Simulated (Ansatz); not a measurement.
Molecular dynamics of Ni4H8NO8

The input (input.yaml):

```yaml
crystal:
  lattice:
    - [6.288177, 0.0, 0.0]
    - [3.143316, 5.452883, 0.0]
    - [0.465655, 0.241837, 6.699983]
  atoms:
    - { symbol: Ni, position: [0.05623035, 0.44375354, -0.0009801], spin: 1.38 }
    - { symbol: H, position: [0.39537225, 0.28470422, 0.2832538] }
    - { symbol: H, position: [0.23047832, 0.11551532, 0.73276447] }
    - { symbol: O, position: [0.38537204, 0.27336286, 0.13927589], spin: 0.08 }
    - { symbol: O, position: [0.22679305, 0.11282159, 0.87827968], spin: 0.07 }
    - { symbol: Ni, position: [0.05727043, 0.94389143, 0.0023776], spin: 1.33 }
    - { symbol: H, position: [0.42666434, 0.6854616, 0.28965073] }
    - { symbol: H, position: [0.32107287, 0.58304285, 0.71415423] }
    - { symbol: O, position: [0.39877072, 0.7451067, 0.14368736], spin: 0.08 }
    - { symbol: O, position: [0.258732, 0.60305451, 0.85918239], spin: 0.07 }
    - { symbol: Ni, position: [0.55749977, 0.44419768, 0.00173819], spin: 0.72 }
    - { symbol: H, position: [0.79479413, 0.31677219, 0.29013252] }
    - { symbol: H, position: [0.69948031, 0.20349661, 0.71460071] }
    - { symbol: O, position: [0.85603998, 0.28732407, 0.1438716], spin: 0.08 }
    - { symbol: O, position: [0.71828682, 0.14307762, 0.85934418], spin: 0.07 }
    - { symbol: Ni, position: [0.55712351, 0.94290943, -0.00094204], spin: 1.38 }
    - { symbol: H, position: [0.87881132, 0.76703562, 0.2672774] }
    - { symbol: H, position: [0.71027076, 0.59489718, 0.71641725] }
    - { symbol: O, position: [0.88626233, 0.77357133, 0.12161868], spin: 0.07 }
    - { symbol: O, position: [0.72785065, 0.61328105, 0.85877805], spin: 0.09 }
    - { symbol: "N", position: [0.56846243, 0.4561312, 0.50102541], spin: 1.15 }
magnetization:
  spin_polarized: true
basis:
  ecutwfc: 420.0
kpoints:
  mp_grid: { grid: [2, 2, 1] }
hamiltonian:
  xc: lda
scf:
  occupations: { method: fermi_dirac, width: 0.05 }
  lower_state_search: "off"
md:
  timestep: 0.5
  n_steps: 30
  ensemble: nve
  temperature: 1800.0
  initial_velocities: maxwell_boltzmann
  seed: 26342
```

Command:

```bash
$ ansatz run input.yaml --threads 1 --pin off --max-ram 3072MiB --backend cpu --events-out ev --progress --plain --runs-dir out
```

It starts from a relaxed structure.

Output, in part (step lines):

```
md step     0: t =     0.00 fs  T =  1800.0 K  F+E_penalty+E_count = -28024.44327592 eV  E_kin = 4.653360 eV  conserved = -28019.78991596 eV  (49 SCF iters)
md step     1: t =     0.50 fs  T =  1787.8 K  F+E_penalty+E_count = -28024.41117379 eV  E_kin = 4.621930 eV  conserved = -28019.78924364 eV  (22 SCF iters)
md step     2: t =     1.00 fs  T =  1755.1 K  F+E_penalty+E_count = -28024.32516893 eV  E_kin = 4.537350 eV  conserved = -28019.78781858 eV  (22 SCF iters)
md step     3: t =     1.50 fs  T =  1710.0 K  F+E_penalty+E_count = -28024.20703722 eV  E_kin = 4.420773 eV  conserved = -28019.78626453 eV  (22 SCF iters)
md step     4: t =     2.00 fs  T =  1661.8 K  F+E_penalty+E_count = -28024.08112445 eV  E_kin = 4.296037 eV  conserved = -28019.78508733 eV  (21 SCF iters)
md step     5: t =     2.50 fs  T =  1617.6 K  F+E_penalty+E_count = -28023.96646085 eV  E_kin = 4.181942 eV  conserved = -28019.78451882 eV  (21 SCF iters)
md step     6: t =     3.00 fs  T =  1581.4 K  F+E_penalty+E_count = -28023.87287643 eV  E_kin = 4.088347 eV  conserved = -28019.78452993 eV  (17 SCF iters)
md step     7: t =     3.50 fs  T =  1553.5 K  F+E_penalty+E_count = -28023.80107076 eV  E_kin = 4.016118 eV  conserved = -28019.78495268 eV  (19 SCF iters)
md step     8: t =     4.00 fs  T =  1531.6 K  F+E_penalty+E_count = -28023.74499974 eV  E_kin = 3.959404 eV  conserved = -28019.78559568 eV  (21 SCF iters)
md step     9: t =     4.50 fs  T =  1511.9 K  F+E_penalty+E_count = -28023.69484379 eV  E_kin = 3.908547 eV  conserved = -28019.78629641 eV  (20 SCF iters)
md step    10: t =     5.00 fs  T =  1490.3 K  F+E_penalty+E_count = -28023.63969428 eV  E_kin = 3.852779 eV  conserved = -28019.78691486 eV  (23 SCF iters)
md step    11: t =     5.50 fs  T =  1463.2 K  F+E_penalty+E_count = -28023.57000571 eV  E_kin = 3.782694 eV  conserved = -28019.78731136 eV  (21 SCF iters)
md step    12: t =     6.00 fs  T =  1428.4 K  F+E_penalty+E_count = -28023.47997660 eV  E_kin = 3.692607 eV  conserved = -28019.78736927 eV  (21 SCF iters)
md step    13: t =     6.50 fs  T =  1385.7 K  F+E_penalty+E_count = -28023.36941580 eV  E_kin = 3.582354 eV  conserved = -28019.78706141 eV  (23 SCF iters)
md step    14: t =     7.00 fs  T =  1337.5 K  F+E_penalty+E_count = -28023.24416362 eV  E_kin = 3.457692 eV  conserved = -28019.78647120 eV  (20 SCF iters)
md step    15: t =     7.50 fs  T =  1287.7 K  F+E_penalty+E_count = -28023.11467823 eV  E_kin = 3.328924 eV  conserved = -28019.78575440 eV  (21 SCF iters)
md step    16: t =     8.00 fs  T =  1241.1 K  F+E_penalty+E_count = -28022.99348899 eV  E_kin = 3.208404 eV  conserved = -28019.78508506 eV  (19 SCF iters)
md step    17: t =     8.50 fs  T =  1202.0 K  F+E_penalty+E_count = -28022.89220819 eV  E_kin = 3.107510 eV  conserved = -28019.78469774 eV  (21 SCF iters)
md step    18: t =     9.00 fs  T =  1173.0 K  F+E_penalty+E_count = -28022.81748615 eV  E_kin = 3.032555 eV  conserved = -28019.78493144 eV  (22 SCF iters)
md step    19: t =     9.50 fs  T =  1152.7 K  F+E_penalty+E_count = -28022.76599235 eV  E_kin = 2.980075 eV  conserved = -28019.78591698 eV  (20 SCF iters)
md step    20: t =    10.00 fs  T =  1135.7 K  F+E_penalty+E_count = -28022.72307465 eV  E_kin = 2.935937 eV  conserved = -28019.78713765 eV  (21 SCF iters)
md step    21: t =    10.50 fs  T =  1115.2 K  F+E_penalty+E_count = -28022.67062571 eV  E_kin = 2.882935 eV  conserved = -28019.78769034 eV  (20 SCF iters)
md step    22: t =    11.00 fs  T =  1088.1 K  F+E_penalty+E_count = -28022.60005593 eV  E_kin = 2.812898 eV  conserved = -28019.78715780 eV  (20 SCF iters)
md step    23: t =    11.50 fs  T =  1056.9 K  F+E_penalty+E_count = -28022.51831552 eV  E_kin = 2.732317 eV  conserved = -28019.78599802 eV  (21 SCF iters)
md step    24: t =    12.00 fs  T =  1027.6 K  F+E_penalty+E_count = -28022.44152824 eV  E_kin = 2.656479 eV  conserved = -28019.78504946 eV  (20 SCF iters)
md step    25: t =    12.50 fs  T =  1005.0 K  F+E_penalty+E_count = -28022.38293934 eV  E_kin = 2.598102 eV  conserved = -28019.78483770 eV  (22 SCF iters)
md step    26: t =    13.00 fs  T =   990.1 K  F+E_penalty+E_count = -28022.34504710 eV  E_kin = 2.559715 eV  conserved = -28019.78533177 eV  (22 SCF iters)
md step    27: t =    13.50 fs  T =   980.1 K  F+E_penalty+E_count = -28022.31987685 eV  E_kin = 2.533740 eV  conserved = -28019.78613671 eV  (23 SCF iters)
md step    28: t =    14.00 fs  T =   970.2 K  F+E_penalty+E_count = -28022.29489337 eV  E_kin = 2.508097 eV  conserved = -28019.78679626 eV  (22 SCF iters)
md step    29: t =    14.50 fs  T =   956.6 K  F+E_penalty+E_count = -28022.26004404 eV  E_kin = 2.473051 eV  conserved = -28019.78699264 eV  (19 SCF iters)
md step    30: t =    15.00 fs  T =   938.4 K  F+E_penalty+E_count = -28022.21270617 eV  E_kin = 2.426075 eV  conserved = -28019.78663113 eV  (19 SCF iters)
```

The run went to its last step. The conserved energy stayed within 0.26 meV per atom of its start (net change 0.16 meV per atom), so the integration is sound. A run of 0.015 ps of so small a system gives no equilibrium averages. No Hubbard correction was used and the magnetic state wasn't searched. Limits of this set-up: coarse k mesh.

Mean squared displacements from the first frame to the last, about the centre of mass: Ni 0.02 Å², H 0.19 Å², O 0.04 Å², N 0.03 Å².

Last frame:

```xyz
21
Lattice="6.2882 0.0000 0.0000 3.1433 5.4529 0.0000 0.4657 0.2418 6.7000" Properties=species:S:1:pos:R:3
Ni 1.913 2.523 -0.098
H 3.181 1.513 1.910
H 2.301 0.653 4.731
O 3.235 1.488 0.934
O 2.154 0.727 5.667
Ni 3.233 5.142 -0.025
H 4.649 4.117 1.769
H 3.890 2.984 4.751
O 4.755 4.304 0.791
O 3.779 3.275 5.792
Ni 4.906 2.480 0.085
H 6.210 1.784 1.851
H 5.517 1.211 4.790
O 6.417 1.583 0.865
O 5.498 0.878 5.804
Ni 6.416 5.095 0.133
H 8.751 4.019 1.673
H 6.339 3.826 4.997
O 8.079 4.146 0.968
O 6.993 3.673 5.771
N 5.334 2.459 3.316
```

Run time: 8.3 min on 1 thread of Arm Neoverse V1, with other jobs on the host, peak memory 0.59 GiB.
